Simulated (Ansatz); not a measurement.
**Cr2O3: what SCF settings change**

Wanted: the cost and the effect of other mixers, smearings and limits on one cell of Cr2O3. Cr$_{2}$O$_{3}$ is taken in the deposited crystal structure (space group R-3c), 10 atoms in the cell. Source: COD entry 9014432; the sample's temperature and pressure aren't taken into account.

Computed with Ansatz 0.2.0 (DFT r2SCAN, PAW, plane waves, scalar-relativistic, unless a step's input says otherwise).

6 further runs of the same task are left out: 4 that didn't finish, 2 set aside as unsound or not needed.

## (1) Starting point

The structure is trigonal, space group R-3c (No. 167). The conventional cell has a = 4.864 Å, b = 4.864 Å, c = 13.355 Å, α = 90.00°, β = 90.00°, γ = 120.00°. Cr (site symmetry 3) is surrounded by 6 O at 1.92 to 1.98 Å. O (site symmetry 2) is surrounded by 4 Cr at 1.92 to 1.98 Å.

Structure file:

```cif
data_structure
_symmetry_space_group_name_H-M 'R-3c:H'
_symmetry_Int_Tables_number 167
_cell_length_a 4.8645
_cell_length_b 4.8645
_cell_length_c 13.3550
_cell_angle_alpha 90.000
_cell_angle_beta 90.000
_cell_angle_gamma 120.000
_cell_volume 273.69
loop_
_atom_site_label
_atom_site_type_symbol
_atom_site_symmetry_multiplicity
_atom_site_Wyckoff_symbol
_atom_site_fract_x
_atom_site_fract_y
_atom_site_fract_z
_atom_site_occupancy
Cr1 Cr 12 c 0.33333 0.66667 0.01387 1
O1 O 18 e 0.30860 0.00000 0.25000 1
```

In tables a label like O10 counts atoms in the order of input.yaml; a structure file may count by element.

After the default run come: cutoff 60 eV; Broyden, β 0.5, preconditioner Kerker scaled by the density of states; density-residual threshold 1e-2 eV; Gaussian smearing, width 0.15 eV; Broyden, β 0.3, preconditioner Kerker scaled by the density of states; Broyden, β 0.1, history 8, no preconditioner; Broyden, β 0.9, history 8, no preconditioner.

The search for lower states is off throughout, and inputs that name a mixer don't switch to direct minimisation unless they say so. Spin is collinear, with starting moments Cr1 3.00, Cr2 3.00, Cr3 3.00, Cr4 3.00 μB. β is the mixing step of the charge; the magnetisation has a step of its own, which the program sets unless it is named.

## (2) Default SCF settings

Input file input.yaml:

```yaml
crystal:
  lattice:
    - [2.43224988, 1.40426012, 4.45167]
    - [-2.43224988, 1.40426012, 4.45167]
    - [0.0, -2.80852024, 4.45167]
  atoms:
    - { symbol: Cr, position: [0.3472, 0.3472, 0.3472], spin: 3.0 }
    - { symbol: Cr, position: [0.1528, 0.1528, 0.1528], spin: 3.0 }
    - { symbol: Cr, position: [0.6528, 0.6528, 0.6528], spin: 3.0 }
    - { symbol: Cr, position: [0.8472, 0.8472, 0.8472], spin: 3.0 }
    - { symbol: O, position: [0.5586, 0.9414, 0.25] }
    - { symbol: O, position: [0.25, 0.5586, 0.9414] }
    - { symbol: O, position: [0.9414, 0.25, 0.5586] }
    - { symbol: O, position: [0.4414, 0.0586, 0.75] }
    - { symbol: O, position: [0.75, 0.4414, 0.0586] }
    - { symbol: O, position: [0.0586, 0.75, 0.4414] }
magnetization:
  spin_polarized: true
hamiltonian:
  xc: r2scan
  pseudopotentials: { kind: paw }
basis:
  ecutwfc: 500
kpoints:
  mp_grid: { grid: [4, 4, 4] }
scf:
  occupations: { method: gaussian, width: 0.03 }
  lower_state_search: "off"
output:
  forces: true
  stress: true
```

Launch:

```console
$ ansatz run input.yaml --threads 2 --pin off --max-ram 5120MiB --backend cpu --events-out ev --progress --plain --runs-dir out
```

After this run come: Cutoff 60 eV; Broyden, β 0.5, preconditioner Kerker scaled by the density of states; Density-residual threshold 1e-2 eV; Gaussian smearing, width 0.15 eV; Broyden, β 0.3, preconditioner Kerker scaled by the density of states; Broyden, β 0.1, history 8, no preconditioner; Broyden, β 0.9, history 8, no preconditioner.

Q: What does this run give, and which of the planned changes alter effort or result? Wanted: largest shift of the free energy by occupations, cutoff, mesh or field.

As calculated:

| quantity | value |
| --- | --- |
| default run | 14 iterations, ferromagnetic, site moments Cr1 2.40, Cr2 2.40, Cr3 2.40, Cr4 2.40 μB, total 12.00 μB per cell, a gap of 1.55 eV on the k-mesh |
| fewest iterations to that state among the runs shown | 13 (Broyden, β 0.5, preconditioner Kerker scaled by the density of states) |
| most iterations to it | 19 (Broyden, β 0.1, history 8, no preconditioner) |
| runs that end in another state, among changes of path alone | 0 |
| largest shift of the free energy by occupations, cutoff, mesh or field | +243366 meV/atom (cutoff 60 eV) |

In words: 5 runs solve the same problem and reach the default's state, in 13 to 19 iterations: there the settings change the path, not the answer. Occupations, cutoff, mesh and fields change the problem that is solved, not just the path; the largest shift here is that of “cutoff 60 eV”. Other settings tried on this cell gave no result: linear mixing, β 1.0, Kerker (not converged after 60 iterations, cycles); 1 band beyond the filled ones (input refused); linear mixing, β 0.05, no preconditioner (not converged after 60 iterations, still settling). Counts include iterations that the program adds to test a close, so a difference of one or two ranks nothing. The starting density is a sum of atomic densities.
